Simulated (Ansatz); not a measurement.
## H2: the interaction energy of a dimer with the counterpoise correction, step by step

With the Ansatz DFT code, driven from Python.

Notebook, run cell by cell (the value of a cell's last expression is shown):

```python
import ansatz as az

FIRST = [
    ('H', (0.0, 0.0, -0.32)),
    ('H', (0.0, 0.0, 0.32)),
]
SECOND = [
    ('H', (0.5873, 1.6626, 0.1116)),
    ('H', (0.7935, 2.1822, 0.4232)),
]

def energy(atoms, ghosts=()):
    molecule = az.Crystal.molecule()
    for symbol, xyz in atoms:
        molecule = molecule.atom(symbol, xyz)
    calc = (
        molecule.calculation()
        .basis(gaussian='cc-pVDZ')
        .correlation('ccsd_t')
    )
    deck = calc.input()
    if ghosts:
        deck = deck.set(az.key.basis.gaussian.ghost_atoms, [{'symbol': s, 'position_ang': list(xyz)} for s, xyz in ghosts])
    return az.Session.from_dict(deck).plan().execute().report['free_energy_ev']
```

```python
# monomers in their own basis and in the basis of the dimer
both = energy(FIRST + SECOND)
alone = energy(FIRST) + energy(SECOND)
ghosted = energy(FIRST, SECOND) + energy(SECOND, FIRST)
print(f'dimer {both:.6f} eV')
print(f'interaction, uncorrected   {(both - alone):8.3f} eV')
print(f'interaction, counterpoise  {(both - ghosted):8.3f} eV')
print(f'basis-set superposition    {(alone - ghosted):8.3f} eV')
```

    dimer -62.434812 eV
    interaction, uncorrected      0.213 eV
    interaction, counterpoise     0.226 eV
    basis-set superposition       0.013 eV

Uncorrected it is 0.213 eV, with the counterpoise correction 0.226 eV; the difference, 0.013 eV, is the superposition error. In this basis both values are repulsive.

Notes:
- Total energies depend on the basis set; only differences at equal settings carry meaning.
- The dimer is a generated trial pose of unrelaxed monomers, not a minimum, so the figure is no binding energy, and the basis set is small.
- Wall time of the script: 0.6 s on 1 thread of Arm Neoverse V2, on a shared host, peak memory 0.13 GiB.
